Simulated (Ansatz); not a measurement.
# BClH6Si2: basis-set convergence

One table from this session's results is given with a row withheld; the runs are named, their logs left out.

Computed with Ansatz 0.2.0, Gaussian basis. Level: one geometry, several basis sets.

The runs, in order: PBE0-D4/def2-SVP; ωB97M-V/def2-SVP; PBE0-D4/def2-QZVPP; ωB97M-V/def2-QZVPP; the functionals' def2-TZVPP values are taken from earlier runs.

**Structure used throughout**

The geometry comes from an earlier relaxation with PBE0-D4 in a triple-zeta def2 set; it is a stationary point, not always the lowest conformer.

SMILES `B[SiH2][SiH2]Cl`, 10 atoms, charge 0, spin multiplicity 1.

Atoms are counted from 1 here; the program's logs count them from 0.

Bond lengths: B1–Si2 2.030 Å, B1–H5 1.195 Å, B1–H6 1.196 Å, Si2–Si3 2.324 Å, Si2–H7 1.488 Å, Si2–H8 1.489 Å, Si3–Cl4 2.142 Å, Si3–H9 1.485 Å, Si3–H10 1.485 Å. Angles: Si2–B1–H5 120.4°, Si2–B1–H6 117.0°, H5–B1–H6 118.4°, B1–Si2–Si3 87.4°, B1–Si2–H7 118.5°, B1–Si2–H8 117.9°, Si3–Si2–H7 112.5°, Si3–Si2–H8 109.8°, H7–Si2–H8 108.8°, Si2–Si3–Cl4 89.8°, Si2–Si3–H9 123.9°, Si2–Si3–H10 118.9°, Cl4–Si3–H9 105.6°, Cl4–Si3–H10 105.1°, H9–Si3–H10 108.6°.

The first run:

Contents of in.yaml:

```yaml
crystal:
  periodic: [false, false, false]
  atoms:
    - {symbol: B, position_ang: [-1.262358, 0.908176, -0.146394]}
    - {symbol: Si, position_ang: [0.681987, 0.716890, -0.696163]}
    - {symbol: Si, position_ang: [0.741059, -1.226736, 0.576706]}
    - {symbol: Cl, position_ang: [-1.397951, -1.209498, 0.686031]}
    - {symbol: H, position_ang: [-2.132081, 0.834492, -0.962282]}
    - {symbol: H, position_ang: [-1.483501, 1.500975, 0.868652]}
    - {symbol: H, position_ang: [1.656672, 1.737394, -0.223922]}
    - {symbol: H, position_ang: [0.974811, 0.395704, -2.119885]}
    - {symbol: H, position_ang: [1.102441, -2.561076, 0.034174]}
    - {symbol: H, position_ang: [1.202021, -1.147421, 1.986181]}
basis:
  gaussian: {orbitals: def2-SVP}
hamiltonian: {xc: pbe0, dispersion: d4}
output: {orbitals: {seedname: orbitals}}
```

Started as:

```sh
ansatz run in.yaml --threads 2 --pin off --events-out ev --progress --plain --max-ram 4352MiB
```

Steps of the session up to this table: PBE0-D4 in def2-SVP; ωB97M-V in def2-SVP; PBE0-D4 in def2-QZVPP; ωB97M-V in def2-QZVPP.

One of the session's tables, all rows but one given; the rest of the session is left out.

It belongs to the step «Functionals by basis». 

```
functional       basis  HOMO (eV)
   PBE0-D4    def2-SVP      -7.67
   PBE0-D4  def2-TZVPP      -7.64
   PBE0-D4  def2-QZVPP      -7.64
   ωB97M-V    def2-SVP      -9.69
   ωB97M-V  def2-TZVPP      -9.69
   ωB97M-V  def2-QZVPP          ?
```

Estimate the missing values for ωB97M-V, def2-QZVPP.

The run gave: HOMO (eV): -9.70. In the column «HOMO (eV)» it is the lowest.
